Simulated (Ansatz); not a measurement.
# C2H3BFNO: the cost of one run

All numbers are computed with the Python package of Ansatz 0.2.0. Level of theory: B3LYP/def2-SVPD.

### Step 1. Starting point

Bond lengths: N1–C2 1.471 Å, C2–C3 1.414 Å, C3–O4 1.339 Å, C2–B5 1.485 Å, C3–B5 1.504 Å, B5–F6 1.456 Å, N1–H7 1.036 Å, N1–H8 0.986 Å, O4–H9 1.049 Å. Angles: N1–C2–C3 149.2°, N1–C2–B5 148.4°, C3–C2–B5 62.4°, C2–N1–H7 117.3°, C2–N1–H8 118.5°, H7–N1–H8 124.1°, C2–C3–O4 149.0°, C2–C3–B5 61.1°, O4–C3–B5 149.0°, C3–O4–H9 123.3°, C2–B5–C3 56.5°, C2–B5–F6 153.4°, C3–B5–F6 150.1°.

c2h3bfno.xyz, read by the script:

```xyz
9

N     0.67050   -1.42360   -0.80370
C     0.21200   -0.11230   -0.31970
C    -0.51700    0.64640    0.62480
O    -1.20120    0.69720    1.77480
B     0.23190    1.36620   -0.46220
F     0.63070    2.60630   -1.11170
H     1.24380   -1.43690   -1.66670
H     0.36370   -2.23320   -0.33130
H    -1.54590   -0.15640    2.27840
```

### Step 2. Script

energy_c2h3bfno.py

```python
'''Single point of C2H3BFNO.'''

from pathlib import Path
import argparse

import ansatz

parser = argparse.ArgumentParser(description='Single point of C2H3BFNO.')
parser.add_argument('--basis', required=True, help='Gaussian basis set')
parser.add_argument('--functional', required=True, help='exchange-correlation functional')
args = parser.parse_args()

mol = ansatz.Crystal.molecule_from_extxyz('c2h3bfno.xyz')

base = mol.calculation()
base = base.basis(gaussian=args.basis)
base = base.functional(args.functional)
base = base.orbitals()
done = base.run(threads=1, pin='off', runs_dir='out')
r = done.report

print(f'E = {r["free_energy_ev"]:.6f} eV = {r["free_energy_ev"] / 27.211386246:.7f} Ha')
print('converged:', r['converged'], ' doubts:', r['published_state_doubts'] or 'none')

lines = Path(r['orbitals_path']).read_text().splitlines()
field_of = lambda key: [line.split('=')[1].strip() for line in lines if line.startswith(key)]
orbitals = [(27.211386 * float(e), s, float(n)) for e, s, n in zip(field_of('Ene='), field_of('Spin='), field_of('Occup='))]
homo = max(e for e, _, n in orbitals if n > 0.5)
lumo = min(e for e, _, n in orbitals if n < 0.5)
for e, spin, n in sorted(orbitals):
    if homo - 10 < e < lumo + 5:
        print(f'{spin:6s} {e:10.3f} eV  occupation {n:.0f}')
```

### Step 3. The run

Launch:

```bash
$ python energy_c2h3bfno.py --basis def2-SVPD --functional b3lyp
```

**Question.** How long does this script take on 1 thread of AMD EPYC 7B13 (Zen 3), shared host, and how much memory does it need?

About 5.1 s, with a peak of 0.36 GiB.
